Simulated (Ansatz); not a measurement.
The system is MnCoGe.

```xyz
6
Lattice="4.0911 0.0000 0.0000 -2.0456 3.5430 0.0000 0.0000 0.0000 5.1439" Properties=species:S:1:pos:R:3 pbc="T T T"
Ge    0.0000    2.3620    1.2860
Ge    2.0456    1.1810    3.8579
Co    2.0456    1.1810    1.2860
Co    0.0000    2.3620    3.8579
Mn    0.0000    0.0000    2.5719
Mn    0.0000    0.0000    0.0000
```

The cell is a database's computed one.

Base run:

| Quantity | Value |
| --- | --- |
| Program | Ansatz 0.2.0 |
| Functional | PBEsol |
| Potentials or basis | Ansatz PAW |
| Cutoff | 420 eV (not typed: the program's choice for these potentials) |
| k mesh | 8 × 8 × 5 |
| Occupations | fermi-dirac, width 0.05 eV |
| Spin | no spin polarisation |

Its results: band gap on the k mesh none (metal or under the smearing width); pressure -17.7 GPa.

Problem. The run is repeated on the same cell with these changes: spin from no spin polarisation to collinear spin, ferromagnetic start. What comes out?

Solution. Band gap on the k mesh none (metal or under the smearing width); pressure -9.7 GPa; net moment 6.11 μB per cell; site moments Ge -0.06; Co +0.44; Mn +2.64 μB.

Caveats: the PAW data sets come from PBE, with cores solved anew for the run's functional, which leaves a small shift of forces and pressure.
